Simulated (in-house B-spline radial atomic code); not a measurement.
# Tc⁴¹⁺: ionisation energy by several methods

Wanted: one ionisation energy, Tc⁴¹⁺ to configuration 1s1, up the ladder of functionals.

Program: in-house B-spline radial atomic code version 1. Level of theory: scalar-relativistic (X2C), several functionals, spin-polarised; spherical all-electron atom at the radial basis limit. These are calculated values, not measurements, unless marked.

### Step 1. Starting point

| Property | Result |
| --- | --- |
| element | technetium (Z = 43) |
| charge | +41 |
| electrons | 2 |
| configuration | 1s2 |
| nucleus | Fermi, rms radius 4.411 fm |

Where spins are not typed, each open shell is filled with up spins first.

### Step 2. HSE06

The run's settings:

```ini
Z = 43
electrons = 2.0
configuration = 1s2
hamiltonian = x2c
method = hse06
spin_polarised = True
nucleus = fermi
rms_radius = 4.411169945885085
mass_number = 97
atomic_mass = 96.90636072
speed_of_light = 137.035999084
```

### Step 3. r2SCAN

Settings: those of step 2 with these lines changed.

```diff
@@ -4,3 +4,3 @@
 hamiltonian = x2c
-method = hse06
+method = r2scan
 spin_polarised = True
```

### Step 4. exchange-only LDA

Settings: those of step 3 with these lines changed.

```diff
@@ -4,3 +4,3 @@
 hamiltonian = x2c
-method = r2scan
+method = lda,
 spin_polarised = True
```

### Step 5. fractional-occupation HF

Settings: those of step 4 with these lines changed.

```diff
@@ -4,3 +4,3 @@
 hamiltonian = x2c
-method = lda,
+method = hf,
 spin_polarised = True
```

### Step 6. LDA (PW92)

Settings: those of step 5 with these lines changed.

```diff
@@ -4,3 +4,3 @@
 hamiltonian = x2c
-method = hf,
+method = lda,pw
 spin_polarised = True
```

### Step 7. Hartree-Fock

Settings: those of step 6 with these lines changed.

```diff
@@ -4,3 +4,3 @@
 hamiltonian = x2c
-method = lda,pw
+method = hf
 spin_polarised = True
```

### Step 8. PBE

Settings: those of step 7 with these lines changed.

```diff
@@ -4,3 +4,3 @@
 hamiltonian = x2c
-method = hf
+method = pbe,pbe
 spin_polarised = True
```

Q: The tabulated ionisation energy is 25004.5 ± 0.01 eV (tabulated theoretical; NIST Atomic Spectra Database). What does each method give, and which comes nearest?

**Answer**, as computed:

| method | rung | total energy (hartree) | ΔSCF (eV) | −ε highest (eV) | ΔSCF less tabulated (eV) |
| --- | --- | --- | --- | --- | --- |
| exchange-only LDA | LDA | -1864.6160 | 24984.7 | 24713.5 (1s up) | -19.8 |
| LDA (PW92) | LDA | -1864.9068 | 24990.7 | 24717.8 (1s up) | -13.9 |
| PBE | GGA | -1868.2158 | 25033.8 | 24755.0 (1s up) | +29.2 |
| r2SCAN | meta-GGA | -1868.6795 | 25040.1 | 24788.2 (1s up) | +35.6 |
| HSE06 | range-separated hybrid | -1868.3476 | 25035.5 | 24826.2 (1s up) | +31.0 |
| fractional-occupation HF | Hartree-Fock | -1868.5300 | 25037.4 | 25039.2 (1s up) | +32.9 |
| Hartree-Fock | Hartree-Fock | -1868.5300 | 25037.4 | 25039.2 (1s up) | +32.9 |

The tabulated ionisation energy is 25004.5 ± 0.01 eV (tabulated theoretical; NIST Atomic Spectra Database). LDA (PW92) comes nearest (-13.9 eV) and r2SCAN is farthest (+35.6 eV, 0.14 %). Mean absolute error by rung (exchange-only levels left out): LDA 13.85 eV, GGA 29.24 eV, meta-GGA 35.58 eV, range-separated hybrid 30.99 eV, Hartree-Fock 32.88 eV. Relativistic terms that these runs lack can be as large as the gaps between close methods, so the nearest may be so by luck. PBE is off by +29.2 eV. Spin-orbit coupling is left out.
